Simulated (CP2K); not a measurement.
Hf2Pd2Se2Br2O3:

```
Hf Pd Se Br O
1.0
    12.71311    0.00000    0.00000
    11.02652    6.32764    0.00000
   -11.58983   -4.21427    3.08854
Hf Pd Se Br O
2 2 2 2 3
Direct
  0.92095 0.92095 0.00000
  0.07905 0.07905 0.00000
  0.68332 0.68332 0.00000
  0.31668 0.31668 0.00000
  0.61777 0.11777 0.50000
  0.38223 0.88223 0.50000
  0.78660 0.78660 0.00000
  0.21340 0.21340 0.00000
  0.90121 0.40121 0.50000
  0.09879 0.59879 0.50000
  0.00000 0.00000 0.00000
```

The cell was built by a generator and needn't be a form met in nature.

Base run:

- Program: CP2K 2026.2
- Functional: RPBE
- Potentials or basis: POTENTIAL_UZH Hf GTH-PBE-q12, Pd GTH-PBE-q18, Se GTH-PBE-q6, Br GTH-PBE-q7, O GTH-PBE-q6; TZVP-MOLOPT-PBE-GTH basis
- Density cutoff: 13606 eV
- k mesh: 9 × 9 × 9
- Occupations: fermi-dirac, width 0.05 eV
- Spin: no spin polarisation

Its results: band gap on the k mesh none (metal or under the smearing width); pressure 1.2 GPa; largest force 0.342 eV/Å.

Problem. The run is repeated on the same cell with these changes: functional from RPBE to PBEsol. What comes out?

Solution. Band gap on the k mesh none (metal or under the smearing width); pressure -3.7 GPa; largest force 0.306 eV/Å.

PBEsol binds more tightly than RPBE, so the same cell stands under less pressure.

Caveats: the potentials were made for another functional, which shifts forces and pressure; spin-orbit coupling is left out, which moves the levels of the heavy elements; the basis of atomic orbitals isn't converged, which shifts pressures, moduli and gaps.
